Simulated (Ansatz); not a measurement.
**Al2Ni3: further runs on the relaxed cell**

An exercise on one series of results from a longer session: the logs are not shown, and one member is left open.

Computed with Ansatz 0.2.0 (DFT PBEsol, scalar-relativistic, plane waves, PAW, unless a step's input says otherwise).

1 further run of the same task is left out (set aside as unsound or not needed). Runs told in other sessions of the task aren't counted.

### The starting structure

Symmetry: P4/mmm, No. 123, tetragonal system. The conventional cell has a = 2.866 Å, b = 2.866 Å, c = 13.926 Å, α = 90.00°, β = 90.00°, γ = 90.00°. Al (site symmetry 4mm) is surrounded by 9 Ni at 2.42 to 2.65 Å. Al (site symmetry 4mm) has 8 Ni at 2.48 Å in its first shell of neighbours. Ni (site symmetry 4mm) has 4 Al at 2.42 Å and 10 Ni at 2.42 to 2.87 Å in its first shell of neighbours. Ni (site symmetry 4mm) has 8 Al at 2.48 to 2.49 Å and 6 Ni at 2.77 to 2.87 Å in its first shell of neighbours. Ni (site symmetry 4/mmm) has 8 Al at 2.48 Å in its first shell of neighbours. Ni (site symmetry 4/mmm) has 8 Ni at 2.42 Å and 2 Al at 2.65 Å in its first shell of neighbours.

Structure file:

```cif
data_structure
_symmetry_space_group_name_H-M 'P4/mmm'
_symmetry_Int_Tables_number 123
_cell_length_a 2.8662
_cell_length_b 2.8662
_cell_length_c 13.9264
_cell_angle_alpha 90.000
_cell_angle_beta 90.000
_cell_angle_gamma 90.000
_cell_volume 114.41
loop_
_atom_site_label
_atom_site_type_symbol
_atom_site_symmetry_multiplicity
_atom_site_Wyckoff_symbol
_atom_site_fract_x
_atom_site_fract_y
_atom_site_fract_z
_atom_site_occupancy
Al1 Al 2 h 0.50000 0.50000 0.19014 1
Al2 Al 2 h 0.50000 0.50000 0.39725 1
Ni1 Ni 2 g 0.00000 0.00000 0.90464 1
Ni2 Ni 2 g 0.00000 0.00000 0.29462 1
Ni3 Ni 1 b 0.00000 0.00000 0.50000 1
Ni4 Ni 1 c 0.50000 0.50000 0.00000 1
```

It goes back to an entry of the Materials Project, which need not be the stable form.

It is the result of an earlier relaxation at this level (volume 11.44 Å³/atom; gap on the mesh: none (metal), site moments up to 0.2 μB).

Set-up of the first run:

input.yaml reads:

```yaml
crystal:
  lattice:
    - [2.8372740986, 0.0, 0.0]
    - [0.0, 2.8372740986, 0.0]
    - [0.0, 0.0, 13.7857447752]
  atoms:
    - { symbol: Al, position: [0.5, 0.5, 0.1901432958] }
    - { symbol: Al, position: [0.5, 0.5, 0.3972505435] }
    - { symbol: Al, position: [0.5, 0.5, 0.6027494565] }
    - { symbol: Al, position: [0.5, 0.5, 0.8098567042] }
    - { symbol: Ni, position: [0.0, 0.0, 0.9046415746] }
    - { symbol: Ni, position: [0.0, 0.0, 0.0953584254] }
    - { symbol: Ni, position: [0.0, 0.0, 0.2946155586] }
    - { symbol: Ni, position: [0.0, 0.0, 0.5] }
    - { symbol: Ni, position: [0.0, 0.0, 0.7053844414] }
    - { symbol: Ni, position: [0.5, 0.5, 0.0], spin: 0.18 }
basis:
  ecutwfc: 420
kpoints:
  mp_grid: { grid: [12, 12, 4] }
hamiltonian:
  xc: pbesol
scf:
  occupations: { method: gaussian, width: 0.1 }
output:
  forces: true
  stress: true
  eigenvalues: true
  populations: true
magnetization:
  spin_polarized: true
relax:
  adjacent_minimum: "off"
  f_tol: 0.01
  max_steps: 30
  cell: { stress_tol: 0.1, fix: [volume] }
```

On the command line:

```console
$ ansatz run input.yaml --threads 2 --pin off --max-ram 5120MiB --backend cpu --events-out ev --progress --plain --runs-dir out
```

Steps of the session up to this table: Point at V/V0 = 0.97; The cell scaled to 1.03 of its volume; Volume × 0.94; Volume × 1.06; Volume × 0.91; The cell scaled to 1.10 of its volume; Volume × 0.88.

One table of the session follows, with a row left open; its other results are not shown here.

It belongs to the step «Energy against volume». 

| volume (Å³/atom) | energy above the lowest point (meV/atom) | pressure (GPa) | largest moment (μB) |
| --- | --- | --- | --- |
| 10.068 | 117.1 | 30.69 | 0.00 |
| 10.411 | 62.1 | 21.04 | 0.00 |
| 10.754 | 26.0 | 12.87 | 0.09 |
| 11.098 | 6.2 | 5.93 | 0.14 |
| 11.441 | 0.0 | 0.02 | 0.17 |
| 11.784 | 5.5 | -4.99 | 0.19 |
| 12.127 | ? | ? | ? |
| 12.585 | 54.3 | -13.93 | 0.23 |

Q: Estimate the row for volume (Å³/atom) = 12.127 from the others.

Worked estimate for «energy above the lowest point (meV/atom)». A straight line through the neighbours (11.784, 5.5) and (12.585, 54.3) gives 5.5 + (54.3 − 5.5) × (12.127 − 11.784) / (12.585 − 11.784) = 26.4; a parabola fitted to 3 rows on both sides gives 20.2.

The run gave: energy above the lowest point (meV/atom): 20.9; pressure (GPa): -9.24; largest moment (μB): 0.21. In «energy above the lowest point (meV/atom)» the line misses by +5.5 and the parabola by -0.7.

To keep in mind: Warnings in the runs' records: seeded moment not kept.
